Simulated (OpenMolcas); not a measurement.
**CH5FOSi (SMILES C[SiH](O)F): levels of theory compared**

Wanted: a comparison of 6 runs (HF/def2-SVP, BHLYP/def2-SVP, BLYP/def2-SVP, PBE/def2-SVP, TPSS/def2-SVP, MP2/def2-SVP) of CH5FOSi. 

Program for the calculation: OpenMolcas 26.06.

1 further run of the same task is left out (set aside as unsound or not needed).

**1. The structure to begin with**

CH5FOSi has 9 atoms, charge 0, and is taken as a singlet. SMILES: `C[SiH](O)F`. Geometry: relaxed at PBE0-D4/def2-TZVP. This is one conformer, not always the lowest.

Bond lengths: C1–Si2 1.851 Å, Si2–O3 1.634 Å, Si2–F4 1.601 Å, C1–H5 1.093 Å, C1–H6 1.093 Å, C1–H7 1.093 Å, Si2–H8 1.477 Å, O3–H9 0.958 Å. Some angles: C1–Si2–O3 113.2°, C1–Si2–F4 107.2°, O3–Si2–F4 109.7°, C1–Si2–H8 113.7°, O3–Si2–H8 105.4°, F4–Si2–H8 107.6°, Si2–C1–H5 110.5°, Si2–C1–H6 110.6°, Si2–C1–H7 111.4°, Si2–O3–H9 119.0°.

**2. Energy and gradient at HF/def2-SVP (run 1)**

Input file mol.xyz:

```xyz
9

C     -1.059200     0.382700     0.202100
Si     0.598700    -0.059400    -0.491700
O      1.699800    -0.426000     0.658800
F      0.386100    -1.319200    -1.457200
H     -1.759300     0.624200    -0.601500
H     -0.982100     1.251700     0.860100
H     -1.484000    -0.445000     0.776700
H      1.214000     1.018000    -1.292600
H      1.474600    -1.073100     1.328200
```

Input file job.inp:

```
* CH5FOSi Hartree-Fock
>>> EXPORT MOLCAS_PRINT=2

&GATEWAY
 BasLib = $CurrDir
 Coord = mol.xyz
 Basis = def2-SVP
 Group = NoSym

&SEWARD

&SCF
 Thresholds = 1e-10 1e-07 1e-07 1e-05
 PrOrbitals = 0

&ALASKA
```

The basis set def2-SVP is read from a file made from the Basis Set Exchange's data (not shown).

Command:

```sh
$ export MOLCAS_MEM=1860
$ pymolcas job.inp > job.log
```

The program printed:

```text
--- Start Module: gateway ---
[...]
--- Stop Module: gateway /rc=_RC_ALL_IS_WELL_ ---
[...]
      Basis functions           85
[...]
--- Start Module: scf ---
[...]
       Convergence after  13 Iterations
[...]
::    Total SCF energy                               -503.8755263682
[...]
      Total spin, S                                     0.0000000000
[...]
      Total electronic charge=   42.000000
      Total            charge=   -0.000000
[...]
      Dipole Moment (debye):
      Origin of the operator (angstrom)=    0.4626   -0.3445   -0.3424
                   X= -1.4316E+00               Y=  3.2740E-01               Z=  1.8391E+00           Total=  2.3535E+00
      Quadrupole Moment (debye*angstrom):
[...]
--- Stop Module: scf /rc=_RC_ALL_IS_WELL_ ---
[...]
--- Start Module: alaska ---
[...]
 *              Molecular gradients               *
 **************************************************
  Irreducible representation: a
 ------------------------------------------------------------------------------------------
                              X                       Y                       Z
 ------------------------------------------------------------------------------------------
  C1                3.67384790762326E-03   -9.43015982435735E-04   -1.79187463329988E-03
  SI2              -7.09512595143935E-03   -1.29766349743576E-02    3.71668805092051E-03
  O3                4.46605243767983E-03    1.39590350668077E-02   -1.43116062395503E-02
  F4                1.00264494225621E-03    7.46513466771148E-03    4.01970428728404E-03
  H5               -3.37419468614542E-05    1.14596766939368E-04   -4.25875458988312E-04
  H6                4.53554893220243E-04    2.77398424533448E-04    2.89888365565538E-05
  H7                1.99265995049380E-04   -3.21442075842171E-04    7.09828688787439E-05
  H8                2.91487855329287E-03    2.51485711194466E-03   -1.20599159412471E-03
[...]
--- Stop Module: alaska /rc=_RC_ALL_IS_WELL_ ---
[...]
```

It took 5.7 s on 1 thread of Intel Xeon 6975P-C (Granite Rapids), shared host; peak memory 0.47 GiB.

**3. Energy and gradient at BHLYP/def2-SVP (run 2)**

mol.xyz is that of step 2.

Input file calc.input:

```
>>> EXPORT MOLCAS_PRINT=2

&gateway
 baslib=$CurrDir
 coord=mol.xyz
 basis=def2-SVP
 group=NoSym

&seward
 gridinput
 Grid=UltraFine
 End of Grid

&scf
 ksdft=HYB_GGA_XC_BHANDHLYP
 thresholds=1e-10 1e-07 1e-07 1e-05
 prorbitals=1 1

&alaska
```

The basis set def2-SVP is read from a file made from the Basis Set Exchange's data (not shown).

Command:

```sh
$ export MOLCAS_MEM=1860
$ pymolcas calc.input > calc.log
```

The program printed:

```text
--- Start Module: gateway ---
[...]
--- Stop Module: gateway /rc=_RC_ALL_IS_WELL_ ---
[...]
      Basis functions           85
[...]
--- Start Module: scf ---
[...]
       Convergence after  13 Iterations
[...]
::    Total KS-DFT energy                            -505.4326599817
[...]
      Total spin, S                                     0.0000000000
[...]
      Total electronic charge=   42.000000
      Total            charge=   -0.000000
[...]
      Dipole Moment (debye):
      Origin of the operator (angstrom)=    0.4626   -0.3445   -0.3424
                   X= -1.3601E+00               Y=  2.5091E-01               Z=  1.7999E+00           Total=  2.2699E+00
      Quadrupole Moment (debye*angstrom):
[...]
--- Stop Module: scf /rc=_RC_ALL_IS_WELL_ ---
[...]
--- Start Module: alaska ---
[...]
 *              Molecular gradients               *
 **************************************************
  Irreducible representation: a
 ------------------------------------------------------------------------------------------
                              X                       Y                       Z
 ------------------------------------------------------------------------------------------
  C1               -3.37600416383310E-04    1.24828652020792E-04   -1.42905429552975E-04
  SI2              -2.04770582253011E-03   -1.40072153093627E-02    7.82867850204649E-04
  O3               -5.38937932729411E-04    6.07854183222545E-03   -7.76857081313409E-03
  F4                1.58025144584961E-03    9.23554208447186E-03    5.89304191797702E-03
  H5                6.32264895438439E-04   -1.37509195027752E-04    4.65363321964674E-04
  H6                2.64542412645175E-04   -5.88995786635405E-04   -5.56537878519503E-04
  H7                4.90353351012551E-04    5.26113501444048E-04   -4.14892333564953E-04
  H8                2.09802647307367E-03    2.01548294634080E-03   -1.34733342138871E-03
[...]
--- Stop Module: alaska /rc=_RC_ALL_IS_WELL_ ---
[...]
```

Run time: 22 s. Hardware: 1 thread of Intel Xeon 6975P-C (Granite Rapids), shared host; peak memory 0.47 GiB.

Run 3 isn't shown in full; the table further down has it.

**4. Energy and gradient at PBE/def2-SVP (run 4)**

Input file input.xyz:

```xyz
9

C     -1.059200     0.382700     0.202100
Si     0.598700    -0.059400    -0.491700
O      1.699800    -0.426000     0.658800
F      0.386100    -1.319200    -1.457200
H     -1.759300     0.624200    -0.601500
H     -0.982100     1.251700     0.860100
H     -1.484000    -0.445000     0.776700
H      1.214000     1.018000    -1.292600
H      1.474600    -1.073100     1.328200
```

Input file job.inp:

```
&gateway
baslib = $CurrDir
coord = input.xyz
basis = def2-SVP
group = NoSym
&seward
gridinput
Grid=UltraFine
End of Grid
&scf
ksdft = PBE
thresholds = 1e-10 1e-07 1e-07 1e-05
prorbitals = 1
&alaska
```

The basis set def2-SVP is read from a file made from the Basis Set Exchange's data (not shown).

Command:

```sh
$ export MOLCAS_MEM=1860
$ pymolcas job.inp > job.log
```

The program printed:

```text
--- Start Module: gateway ---
[...]
--- Stop Module: gateway /rc=_RC_ALL_IS_WELL_ ---
[...]
      Basis functions           85
[...]
--- Start Module: scf ---
[...]
       Convergence after  14 Iterations
[...]
::    Total KS-DFT energy                            -505.1390238830
[...]
      Total spin, S                                     0.0000000000
[...]
      Total electronic charge=   42.000000
      Total            charge=   -0.000000
[...]
      Dipole Moment (debye):
      Origin of the operator (angstrom)=    0.4626   -0.3445   -0.3424
                   X= -1.2423E+00               Y=  6.9739E-02               Z=  1.7519E+00           Total=  2.1488E+00
      Quadrupole Moment (debye*angstrom):
[...]
--- Stop Module: scf /rc=_RC_ALL_IS_WELL_ ---
[...]
--- Start Module: alaska ---
[...]
 *              Molecular gradients               *
 **************************************************
  Irreducible representation: a
 ------------------------------------------------------------------------------------------
                              X                       Y                       Z
 ------------------------------------------------------------------------------------------
  C1               -3.65893026250319E-03    4.29023823954822E-04    1.31838309957200E-03
  SI2               5.86451730245452E-03   -1.96628692148710E-02   -2.07229076155757E-03
  O3               -1.86697859970177E-02   -4.74004297093755E-03   -6.10659605524333E-03
  F4                4.18820594583025E-03    2.29905441401002E-02    1.77160664000287E-02
  H5                7.19320517344935E-03   -2.42688459185803E-03    7.58606586767208E-03
  H6               -2.11827302354195E-04   -8.45448427929929E-03   -6.48300653658174E-03
  H7                4.32478478224052E-03    7.90051811075898E-03   -5.52734396942611E-03
  H8               -2.54046671153452E-03   -5.14177771291413E-03    3.03958847947339E-03
[...]
--- Stop Module: alaska /rc=_RC_ALL_IS_WELL_ ---
[...]
```

It took 23 s on 1 thread of Intel Xeon 6975P-C (Granite Rapids), shared host; peak memory 0.47 GiB.

Run 5 isn't shown in full; the table further down has it.

**5. A single-point energy at MP2/def2-SVP (run 6)**

Input file run.input:

```
&gateway
 baslib
 $CurrDir
 coord
 9
 angstrom
 C       -1.059200       0.382700       0.202100
 Si       0.598700      -0.059400      -0.491700
 O        1.699800      -0.426000       0.658800
 F        0.386100      -1.319200      -1.457200
 H       -1.759300       0.624200      -0.601500
 H       -0.982100       1.251700       0.860100
 H       -1.484000      -0.445000       0.776700
 H        1.214000       1.018000      -1.292600
 H        1.474600      -1.073100       1.328200
 basis
 def2-SVP
 group
 NoSym

&seward

&scf
 thresholds
 1e-10 1e-07 1e-07 1e-05
 prorbitals
 0

&mbpt2
 frozen
 8
```

The basis set def2-SVP is read from a file made from the Basis Set Exchange's data (not shown).

Command:

```sh
$ export MOLCAS_MEM=1860
$ pymolcas run.input > run.log
```

The program printed:

```text
--- Start Module: gateway ---
[...]
--- Stop Module: gateway /rc=_RC_ALL_IS_WELL_ ---
[...]
      Basis functions           85
[...]
--- Start Module: scf ---
[...]
       Convergence after  13 Iterations
[...]
::    Total SCF energy                               -503.8755263682
[...]
      Total spin, S                                     0.0000000000
[...]
      Total electronic charge=   42.000000
      Total            charge=   -0.000000
[...]
      Dipole Moment (debye):
      Origin of the operator (angstrom)=    0.4626   -0.3445   -0.3424
                   X= -1.4316E+00               Y=  3.2740E-01               Z=  1.8391E+00           Total=  2.3535E+00
      Quadrupole Moment (debye*angstrom):
[...]
--- Stop Module: scf /rc=_RC_ALL_IS_WELL_ ---
[...]
--- Start Module: mbpt2 ---
[...]
WARNING!
Default frozen orbitals as non valence orbitals is overwritten by user input.
Default values:   5
[...]
       Reference weight ( Cref**2 )         =        0.85513
::    Total MBPT2 energy                             -504.4891217648
[...]
      Total MBPT2 calculations                           0.18      0.20
--- Stop Module: mbpt2 /rc=_RC_ALL_IS_WELL_ ---
[...]
```

Run time: 5.1 s. Hardware: 1 thread of Intel Xeon 6975P-C (Granite Rapids), shared host; peak memory 0.47 GiB.

**6. The series**

```
run           level  integration grid      task  energy (Eh)  dipole moment (D) of the reference  HOMO energy (eV)  LUMO energy (eV)  wall time
  1     HF/def2-SVP                 –  gradient  -503.875526                                2.35            -12.45              4.34      5.7 s
  2  BHLYP/def2-SVP         UltraFine  gradient  -505.432660                                2.27            -10.20              2.05       22 s
  3   BLYP/def2-SVP         UltraFine  gradient  -505.467271                                2.12             -7.07              0.39       23 s
  4    PBE/def2-SVP         UltraFine  gradient  -505.139024                                2.15             -7.20              0.43       23 s
  5   TPSS/def2-SVP         UltraFine  gradient  -505.571066                                2.13             -7.37              0.66       32 s
  6    MP2/def2-SVP                 –    energy  -504.489122                                2.35            -12.45              4.34      5.1 s
```

**7. Results**

```
                                          quantity          value
                               run 6: total energy  -504.48912 Eh
         run 6: dipole moment (mean-field density)         2.35 D
        run 6: HOMO energy (Hartree–Fock orbitals)      -12.45 eV
        run 6: LUMO energy (Hartree–Fock orbitals)        4.34 eV
      run 6: HOMO–LUMO gap (Hartree–Fock orbitals)       16.79 eV
run 6: correlation energy (8 core orbitals frozen)     -613.6 mEh
```

In words: Over runs 1, 2, 3, 4, 5 the dipole moment (its size) runs from 2.12 D (BLYP/def2-SVP) to 2.35 D (HF/def2-SVP). Over runs 1, 2, 3, 4, 5 the HOMO–LUMO gap runs from 7.46 eV (BLYP/def2-SVP) to 16.79 eV (HF/def2-SVP). Exact exchange widens orbital gaps. Totals of different functionals can't be ranked against each other. All runs together took 1.9 min, the longest 32 s.
